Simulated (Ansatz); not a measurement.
# B in Ansatz: convergence with n extra bands

Input of the first run (n extra bands 1); the others differ in this setting and in those tied to it:

Contents of input.yaml:

```yaml
crystal:
  lattice:
    - [1.904975, 0.003193, -0.019912]
    - [0.003193, 1.864064, 0.000396]
    - [-0.019912, 0.000396, 1.887118]
  atoms:
    - { symbol: B, position: [0.499983, 0.518383, 0.513778] }
hamiltonian:
  xc: pbesol
  pseudopotentials: { kind: paw }
kpoints:
  mp_grid: { grid: [10, 10, 10] }
scf:
  occupations: { method: gaussian, width: 0.1 }
  n_extra_bands: 1
output:
  forces: true
  stress: true
  eigenvalues: true
```

Potentials or basis: Ansatz PAW.

Run with:

```console
$ ansatz run input.yaml --threads 2 --pin off --max-ram 5632MiB --backend cpu --events-out ev --progress --plain --runs-dir out
```

The cell isn't the ideal one: cell strained at random at fixed volume.

The cell was built by a generator and needn't be a form met in nature.

Hardware: 2 threads of Arm Neoverse V2, on a shared host.

```tsv
n extra bands	energy less the tightest run, at zero smearing (meV/atom)	SCF cycles	CPU time (s)	peak memory (GiB)
1	0.00	6	1.5	0.26
2	0.00	6	1.5	0.26
4	0.00	6	1.8	0.26
8	0.00	6	2.1	0.27
16	0.00	6	2.8	0.28
32	0.00	6	4.3	0.32
```

Against the tightest run, the energy stays within 1 meV/atom from 1 on. The tightest run that finished is the yardstick and may itself not be fully converged.
